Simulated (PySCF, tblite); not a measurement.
**C₆H₅ClFO radical: geometry, infrared bands and EPR parameters**

What infrared bands and EPR parameters should C₆H₅ClFO radical (`C=C(/C=C/Cl)O/C=[C]\F`) show?

Computed with tblite 0.8.0 and PySCF 2.14.0, with density-fitted response routines of our own, on a single molecule in the gas phase. Atoms count from 0, in the outputs and in this text.

## Step 1: The molecule as given

14 atoms, charge 0, multiplicity 2; geometry from: force field or distance geometry start.

Bonds of the start (Å): C0–C1 1.33, C1–C2 1.45, C2–C3 1.32, C3–Cl4 1.72, C1–O5 1.39, O5–C6 1.37, C6–C7 1.30, C7–F8 1.34, C0–H9 1.07, C0–H10 1.10, C2–H11 1.10, C3–H12 1.09, C6–H13 1.08.

## Step 2: Geometry optimisation with GFN2-xTB

What the job is given:

```
{"job": {"kind": "relax", "xc": "GFN2-xTB", "basis": "xTB"}, "charge": 0, "multiplicity": 2}
C     -0.341000     1.450200    -1.194500
C     -0.373700     0.508900    -0.253300
C     -1.610100     0.017100     0.314800
C     -1.725400    -0.898200     1.261600
Cl    -3.238500    -1.437100     1.887000
O      0.765800    -0.029800     0.336900
C      1.883000    -0.277000    -0.421600
C      2.949900    -0.683800     0.205100
F      4.051200    -1.116200     0.840200
H      0.575600     1.862400    -1.568600
H     -1.267400     1.867300    -1.605700
H     -2.534700     0.450800    -0.093500
H     -0.897700    -1.404000     1.760200
H      1.762400    -0.311100    -1.490700
```

On the command line:

```sh
OMP_NUM_THREADS=1 python probes_run.py task.json out
```

This one command runs all jobs of the session in turn.

What it wrote:

```text
step      E/eV     max force
  0    -776.70823    1.847
  1    -776.80397    0.816
  2    -776.82001    0.412
  3    -776.83151    0.417
  4    -776.87464    0.667
  5    -776.90428    0.901
  6    -776.93153    0.844
  7    -776.98562    0.793
  8    -777.03344    0.621
  9    -777.05898    0.497
 10    -777.09112    0.536
 11    -777.10796    0.420
 12    -777.12453    0.444
 13    -777.13977    0.341
 14    -777.15782    0.441
 15    -777.17182    0.303
 16    -777.18105    0.283
 17    -777.18736    0.220
 18    -777.19254    0.261
 19    -777.19641    0.203
 20    -777.19939    0.178
 21    -777.20226    0.169
 22    -777.20539    0.138
 23    -777.20827    0.118
 24    -777.21048    0.159
 25    -777.21231    0.106
 26    -777.21406    0.103
 27    -777.21578    0.097
 28    -777.21729    0.099
 29    -777.21862    0.101
 30    -777.21994    0.109
 31    -777.22164    0.150
 32    -777.22376    0.166
 33    -777.22616    0.147
 34    -777.22862    0.156
 35    -777.23117    0.147
 36    -777.23359    0.126
 37    -777.23554    0.111
 38    -777.23671    0.101
 39    -777.23732    0.097
 40    -777.23776    0.071
 41    -777.23824    0.048
 42    -777.23862    0.050
 43    -777.23891    0.082
 44    -777.23930    0.044
 45    -777.23974    0.053
 46    -777.24025    0.069
 47    -777.24075    0.091
 48    -777.24122    0.094
 49    -777.24167    0.066
 50    -777.24209    0.057
 51    -777.24250    0.088
 52    -777.24289    0.083
 53    -777.24331    0.089
 54    -777.24372    0.048
 55    -777.24402    0.048
 56    -777.24418    0.036
 57    -777.24427    0.023
 58    -777.24435    0.025
 59    -777.24443    0.023
 60    -777.24451    0.032
 61    -777.24461    0.031
 62    -777.24477    0.043
 63    -777.24498    0.052
 64    -777.24522    0.042
 65    -777.24538    0.036
 66    -777.24549    0.026
 67    -777.24557    0.028
 68    -777.24565    0.024
 69    -777.24571    0.024
 70    -777.24575    0.020
 71    -777.24581    0.023
 72    -777.24587    0.031
 73    -777.24594    0.028
 74    -777.24600    0.022
 75    -777.24604    0.019
 76    -777.24609    0.021
 77    -777.24616    0.026
 78    -777.24624    0.019
 79    -777.24630    0.017
 80    -777.24635    0.018
 81    -777.24642    0.024
 82    -777.24651    0.031
 83    -777.24662    0.028
 84    -777.24671    0.031
 85    -777.24679    0.030
 86    -777.24688    0.029
 87    -777.24697    0.027
 88    -777.24704    0.022
 89    -777.24707    0.012
 90    -777.24710    0.015
 91    -777.24712    0.020
 92    -777.24715    0.015
 93    -777.24718    0.009
```

Wall time 0.68 s (1 thread of Arm Neoverse V1, shared host).

Relaxation path: (not every step is listed)

| step | energy from step 0 (eV) | largest force (eV/Å) |
| --- | --- | --- |
| 0 | 0.0000 | 1.8466 |
| 1 | -0.0957 | 0.8159 |
| 2 | -0.1118 | 0.4120 |
| 3 | -0.1233 | 0.4170 |
| 4 | -0.1664 | 0.6669 |
| 5 | -0.1961 | 0.9007 |
| 6 | -0.2233 | 0.8440 |
| 7 | -0.2774 | 0.7934 |
| 8 | -0.3252 | 0.6206 |
| 16 | -0.4728 | 0.2830 |
| 24 | -0.5023 | 0.1588 |
| 32 | -0.5155 | 0.1661 |
| 40 | -0.5295 | 0.0705 |
| 48 | -0.5330 | 0.0938 |
| 56 | -0.5360 | 0.0355 |
| 64 | -0.5370 | 0.0425 |
| 72 | -0.5376 | 0.0311 |
| 80 | -0.5381 | 0.0177 |
| 88 | -0.5388 | 0.0224 |
| 89 | -0.5388 | 0.0122 |
| 90 | -0.5389 | 0.0151 |
| 91 | -0.5389 | 0.0201 |
| 92 | -0.5389 | 0.0147 |
| 93 | -0.5389 | 0.0093 |

Close pairs (by a distance rule), those that changed most:

| bond | before (Å) | after (Å) | change (Å) |
| --- | --- | --- | --- |
| C1–O5 | 1.392 | 1.366 | -0.026 |
| C7–F8 | 1.343 | 1.318 | -0.025 |
| C0–H10 | 1.096 | 1.073 | -0.023 |
| C2–H11 | 1.100 | 1.079 | -0.021 |
| C3–Cl4 | 1.724 | 1.709 | -0.015 |
| C3–H12 | 1.091 | 1.079 | -0.012 |
| C1–C2 | 1.447 | 1.458 | +0.011 |
| C2–C3 | 1.322 | 1.330 | +0.008 |

The end geometry stands in the next job.

## Step 3: Vibrational analysis with GFN2-xTB

What the job is given:

```
{"job": {"kind": "ir", "xc": "GFN2-xTB", "basis": "xTB"}, "charge": 0, "multiplicity": 2}
C     -0.246515     1.376022    -1.156779
C     -0.339419     0.382097    -0.268426
C     -1.597262     0.044282     0.385806
C     -1.715718    -0.955260     1.255820
Cl    -3.196474    -1.341482     2.016541
O      0.700578    -0.401020     0.145083
C      1.876283    -0.387227    -0.577060
C      3.059122    -0.457875    -0.021895
F      3.439187    -0.679143     1.220489
H      0.684649     1.671592    -1.604923
H     -1.118925     1.934916    -1.435259
H     -2.443583     0.660945     0.126093
H     -0.889118    -1.587061     1.540054
H      1.786515    -0.261257    -1.647712
```

What it wrote:

```text
mode    cm-1     km/mol
  1      39.1      0.95
  2      53.0      0.36
  3      96.3      1.51
  4     120.4      0.26
  5     157.4      0.29
  6     197.7      3.35
  7     253.7      9.22
  8     286.1      0.12
  9     385.6     21.95
 10     418.7      1.24
 11     547.0     12.82
 12     572.5      1.66
 13     633.6      3.38
 14     669.6     10.91
 15     742.4      0.95
 16     820.3     24.84
 17     828.3     27.37
 18     834.0     22.99
 19     904.4     11.30
 20     959.3     21.68
 21     969.4     29.76
 22    1028.6     52.77
 23    1063.3    376.26
 24    1175.0     10.34
 25    1242.4    102.88
 26    1253.1     21.38
 27    1266.6     12.17
 28    1395.4      0.33
 29    1627.1     85.84
 30    1638.0     63.74
 31    1730.0     80.40
 32    3045.4      7.09
 33    3088.1      2.75
 34    3103.5     13.26
 35    3134.9      3.22
 36    3171.7     14.66
```

Wall time 0.51 s (1 thread of Arm Neoverse V1, shared host).

Which atoms move in the most intense modes:

| cm⁻¹ | km/mol | atoms |
| --- | --- | --- |
| 828 | 27.4 | C3 53 %, Cl4 13 % |
| 969 | 29.8 | H11 51 %, H12 38 % |
| 1029 | 52.8 | F8 25 %, O5 24 %, C6 18 %, C7 17 % |
| 1063 | 376.3 | C6 31 %, O5 30 %, F8 14 %, C7 13 % |
| 1242 | 102.9 | C1 36 %, H13 30 % |
| 1627 | 85.8 | C2 53 %, C3 43 % |
| 1638 | 63.7 | C1 53 %, C0 39 % |
| 1730 | 80.4 | C7 57 %, C6 38 % |

## Step 4: EPR parameters: B3LYP/pcH-1

Settings changed since step 3:

```diff
@@ -1,2 +1,2 @@
-{"job": {"kind": "ir", "xc": "GFN2-xTB", "basis": "xTB"}, "charge": 0, "multiplicity": 2}
+{"job": {"kind": "epr", "basis": "pcH-1"}, "charge": 0, "multiplicity": 2}
 C     -0.246515     1.376022    -1.156779
```

Level: UKS B3LYP, pcH-1 on C Cl F H O, non-relativistic, mean-field spin-orbit, GIAO.

What it wrote:

```text
UKS, coarse grid
  cycle   1  E = -866.67613258  |g| = 4.98e-01
  cycle   2  E = -866.51845307  |g| = 7.89e-01
  cycle   3  E = -866.75691350  |g| = 1.40e-01
  cycle   4  E = -866.76446244  |g| = 6.83e-02
  cycle   5  E = -866.76646235  |g| = 2.23e-02
  cycle   6  E = -866.76672914  |g| = 8.59e-03
  cycle   7  E = -866.76678324  |g| = 4.64e-03
  cycle   8  E = -866.76680674  |g| = 2.29e-03
  cycle   9  E = -866.76682006  |g| = 1.54e-03
  cycle  10  E = -866.76682443  |g| = 6.77e-04
UKS, final grid
  cycle   1  E = -866.76685407  |g| = 8.87e-04
  cycle   2  E = -866.76685356  |g| = 1.56e-03
  cycle   3  E = -866.76685472  |g| = 2.32e-04
  cycle   4  E = -866.76685479  |g| = 1.61e-04
  cycle   5  E = -866.76685489  |g| = 8.76e-05
  cycle   6  E = -866.76685489  |g| = 2.57e-05
E = -866.76685489 Eh   <S^2> = 0.7590 (exact 0.7500)
g shifts (ppm)      1          2          3
  rmc          -228       -228       -228
  gc              9         55       -122
  oz_so         -86       1031       2592
  total        -305        858       2242
hyperfine (MHz)  atom isotope    a_iso     a_fc   dipolar eigenvalues
    0   13C      -0.49      -0.49     -0.42     -0.14      0.56
    1   13C      -1.44      -1.45     -0.81     -0.68      1.49
    2   13C       3.69       3.69     -0.50     -0.44      0.94
    3   13C       0.03       0.03     -0.26     -0.11      0.37
    4  35Cl      -0.01      -0.01     -0.08      0.01      0.07
    5   17O     -31.52     -31.55    -17.36      6.92     10.44
    6   13C     147.05     147.05    -21.17      0.21     20.95
    7   13C     570.05     570.00    -78.56    -52.25    130.80
    8   19F     312.04     310.79   -303.11   -234.16    537.27
    9    1H       1.41       1.41     -1.44     -1.17      2.61
   10    1H       0.54       0.54     -0.60     -0.46      1.06
   11    1H       1.83       1.83     -0.55     -0.39      0.94
   12    1H      -0.04      -0.04     -0.91     -0.75      1.66
   13    1H      18.80      18.80     -8.23     -5.14     13.37
```

It took 2.1 min on 1 thread of Arm Neoverse V1, shared host; peak memory 0.97 GiB.

Principal g values 2.00201, 2.00318, 2.00456; g(iso) = 2.00325, against 2.00232 for a free electron.

Hyperfine couplings, nucleus by nucleus at this fixed geometry (no averaging over rotations):

| nuclei | isotope | a(iso) (MHz) | a(iso) (G, at g = 2.0023) | largest dipolar term (MHz) |
| --- | --- | --- | --- | --- |
| C7 | 13C | 570.0 | 203.4 | 130.8 |
| F8 | 19F | 312.0 | 111.3 | 537.3 |
| C6 | 13C | 147.0 | 52.5 | -21.2 |
| O5 | 17O | -31.5 | -11.2 | -17.4 |
| H13 | 1H | 18.8 | 6.7 | 13.4 |
| C2 | 13C | 3.7 | 1.3 | 0.9 |
| H11 | 1H | 1.8 | 0.7 | 0.9 |
| C1 | 13C | -1.4 | -0.5 | 1.5 |
| H9 | 1H | 1.4 | 0.5 | 2.6 |
| H10 | 1H | 0.5 | 0.2 | 1.1 |
| C0 | 13C | -0.5 | -0.2 | 0.6 |
| H12 | 1H | 0.0 | 0.0 | 1.7 |
| C3 | 13C | 0.0 | 0.0 | 0.4 |
| Cl4 | 35Cl | 0.0 | 0.0 | -0.1 |

Mulliken spin populations:

C0 0.00; C1 0.00; C2 0.00; C3 0.00; Cl4 0.00; O5 0.03; C6 -0.08; C7 0.95; F8 0.09; H9 0.00; H10 0.00; H11 0.00; H12 0.00; H13 0.01

In first order the couplings over 0.8 MHz of 19F, 1H give 16 distinct lines over 119.2 G.

The fields below are evaluated on a grid from the run's orbitals.

ELF in a plane through or near 11 of the atoms.

Ten even steps from ' ' (0.00) to '@' (1.00):
```
                                                        
                                                        
                                                        
                                          ::..          
            ::==--..          ::##--    --##**==..      
          ..--++++::          ##@@@@--  **@@@@##--      
          ..::++==..    ::..  ++@@@@##--**--++##++      
      ::++##%%..--==..::%%%%::  %%##..**####==##**..    
      ++%%@@@@..**%%--**==%%==  ==**--==**##%%%%##..    
      ::##%%%%##%%++==##++##==++====##--  ++####++      
        --++==--****++--****..##==%%==++..  --==::      
              ..----..  --**::==**##@@@@@@              
                    --##++==##==  ++@@@@@@::            
                  **@@@@##--==##::  --##**              
                ..@@@@@@%%**@@@@%%                      
                  ==%%##::++@@@@@@--                    
                          ..**@@**..                    
                                                        
                                                        
                                                        
```
The map spans 12.6 Å across and 10.4 Å up, centred on the molecule. Atoms in the plane (x, y in Å): C0 (-0.2, -1.8), C1 (0.2, -0.5), C2 (1.6, -0.2), C3 (2.1, 1.1), Cl4 (3.7, 1.5), O5 (-0.6, 0.6), C7 (-2.9, 1.1), H9 (-1.2, -2.1), H10 (0.5, -2.6), H11 (2.3, -1.0), H12 (1.4, 1.9).

log10 of the density (e/Å³) in the same plane.

Values, 10 rows by 14 columns:
```
-4.0 -4.0 -4.0 -4.0 -4.0 -4.0 -4.0 -4.0 -4.0 -4.0 -4.0 -4.0 -4.0 -4.0
-4.0 -4.0 -4.0 -4.0 -3.8 -4.0 -4.0 -4.0 -3.9 -3.9 -3.4 -3.2 -3.8 -4.0
-4.0 -4.0 -2.8 -1.4 -1.1 -2.2 -3.5 -2.7 -1.7 -1.8 -1.4 -1.2 -1.9 -3.4
-4.0 -3.6 -1.9 -0.6 -0.2 -1.4 -1.4 -1.5 -0.1 -0.3 -0.1  0.3 -0.8 -2.6
-4.0 -3.2 -1.5 -0.1  0.4 -0.1  0.9 -0.3 -0.3  0.7 -0.1  0.1 -0.9 -2.6
-4.0 -3.8 -2.2 -1.3 -0.4 -0.2  0.0  0.5  0.4  0.2 -1.0 -1.5 -2.0 -3.5
-4.0 -4.0 -3.7 -2.7 -1.8 -1.0  0.0  0.2 -0.9 -0.4 -1.1 -2.8 -4.0 -4.0
-4.0 -4.0 -4.0 -3.9 -2.2 -0.7 -0.1  0.2 -0.9 -2.1 -2.6 -3.8 -4.0 -4.0
-4.0 -4.0 -4.0 -4.0 -3.4 -2.5 -2.0 -1.5 -2.0 -3.2 -4.0 -4.0 -4.0 -4.0
-4.0 -4.0 -4.0 -4.0 -4.0 -4.0 -3.7 -3.4 -3.7 -4.0 -4.0 -4.0 -4.0 -4.0
```
The map spans 12.6 Å across and 10.4 Å up, centred on the molecule. Atoms in the plane (x, y in Å): C0 (-0.2, -1.8), C1 (0.2, -0.5), C2 (1.6, -0.2), C3 (2.1, 1.1), Cl4 (3.7, 1.5), O5 (-0.6, 0.6), C7 (-2.9, 1.1), H9 (-1.2, -2.1), H10 (0.5, -2.6), H11 (2.3, -1.0), H12 (1.4, 1.9).

On the surface of density 0.002 e/bohr³ the electrostatic potential runs, from the 1st to the 99th percentile, from -0.45 V near O5 to 1.28 V near H13.

The spin density lies nearest to C7 74 %; F8 12 %; C6 7 % (both signs).

## Step 5: Outcome

```
                                                                  quantity                  value
                                 strongest single infrared mode (GFN2-xTB)  1063 cm⁻¹, 376 km/mol
                                              zero-point energy (GFN2-xTB)          56.4 kcal/mol
                                                            g(iso) (B3LYP)                2.00325
                                                                      ⟨S²⟩     0.759 (exact 0.75)
                                                            largest a(iso)   13C on C7, 570.0 MHz
potential on the surface of density 0.002 e/bohr³, 1st and 99th percentile     -0.45 V and 1.28 V
```

What this shows: Over 93 steps the energy fell by 0.539 eV; of the close pairs, C1–O5 changed most, 1.392 to 1.366 Å. All 36 modes are real, so the xTB geometry is a minimum. The strongest single mode, at 1063 cm⁻¹, is carried by C6, O5, F8, C7. GFN2-xTB is a fitted tight-binding method: band positions and strengths are rough. Its intensities can rank the bands wrongly. Most of the unpaired spin sits on C7 (0.95 e). The isotropic g lies 0.9 ppt above the free-electron value.
